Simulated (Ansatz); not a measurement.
# RbCdGaC6N6: the cost of one run

Program: Ansatz 0.2.0. Level of theory: DFT PBE, scalar-relativistic, plane waves, PAW. These are calculated values, not measurements.

### Step 1. The structure to begin with

The structure is cubic, space group F-43m (No. 216). The conventional cell has a = 10.327 Å, b = 10.327 Å, c = 10.327 Å, α = 90.00°, β = 90.00°, γ = 90.00°. Around Rb (site symmetry -43m) lie 12 N at 3.68 Å and 12 C at 3.71 Å. Cd (site symmetry -43m) has 6 N at 2.10 Å as nearest neighbours. Around Ga (site symmetry -43m) lie 6 C at 1.90 Å. C (site symmetry 2mm) is surrounded by 1 N at 1.17 Å. N (site symmetry 2mm) has 1 C at 1.17 Å as nearest neighbours.

Coordinates:

```
Rb Cd Ga C N
1.0
     0.00000    5.16350    5.16350
     5.16350    0.00000    5.16350
     5.16350    5.16350    0.00000
Rb Cd Ga C N
1 1 1 6 6
Direct
  0.75000 0.75000 0.75000
  0.50000 0.50000 0.50000
  0.00000 0.00000 0.00000
  0.81640 0.18360 0.18360
  0.18360 0.18360 0.81640
  0.81640 0.18360 0.81640
  0.18360 0.81640 0.81640
  0.81640 0.81640 0.18360
  0.18360 0.81640 0.18360
  0.70311 0.29689 0.29689
  0.29689 0.29689 0.70311
  0.70311 0.29689 0.70311
  0.29689 0.70311 0.70311
  0.70311 0.70311 0.29689
  0.29689 0.70311 0.29689
```

Recipe of the guess: cyanide-bridged rock-salt net of two metals, 1 guest cations a cell (F-43m, No. 216). Lengths come from tabulated atomic sizes and are only a guess.

### Step 2. A first look at the guess

Input file input.yaml:

```yaml
crystal:
  lattice:
    - [0.0, 5.1635, 5.1635]
    - [5.1635, 0.0, 5.1635]
    - [5.1635, 5.1635, 0.0]
  atoms:
    - { symbol: Rb, position: [0.75, 0.75, 0.75] }
    - { symbol: Cd, position: [0.5, 0.5, 0.5] }
    - { symbol: Ga, position: [0.0, 0.0, 0.0] }
    - { symbol: C, position: [0.8164036, 0.1835964, 0.1835964] }
    - { symbol: C, position: [0.1835964, 0.1835964, 0.8164036] }
    - { symbol: C, position: [0.8164036, 0.1835964, 0.8164036] }
    - { symbol: C, position: [0.1835964, 0.8164036, 0.8164036] }
    - { symbol: C, position: [0.8164036, 0.8164036, 0.1835964] }
    - { symbol: C, position: [0.1835964, 0.8164036, 0.1835964] }
    - { symbol: "N", position: [0.70310836, 0.29689164, 0.29689164] }
    - { symbol: "N", position: [0.29689164, 0.29689164, 0.70310836] }
    - { symbol: "N", position: [0.70310836, 0.29689164, 0.70310836] }
    - { symbol: "N", position: [0.29689164, 0.70310836, 0.70310836] }
    - { symbol: "N", position: [0.70310836, 0.70310836, 0.29689164] }
    - { symbol: "N", position: [0.29689164, 0.70310836, 0.29689164] }
basis:
  ecutwfc: 420
kpoints:
  mp_grid: { grid: [4, 4, 4] }
hamiltonian:
  xc: pbe
scf:
  occupations: { method: gaussian, width: 0.1 }
  lower_state_search: "off"
output:
  forces: true
  stress: true
  eigenvalues: true
```

The run is started by

```
ansatz run input.yaml --threads 1 --pin off --max-ram 2560MiB --backend cpu --events-out ev --progress --plain --runs-dir out
```

Q: Estimate wall time and peak memory on 1 thread of Arm Neoverse V1, shared host.

About 12 s, with a peak of 0.51 GiB.
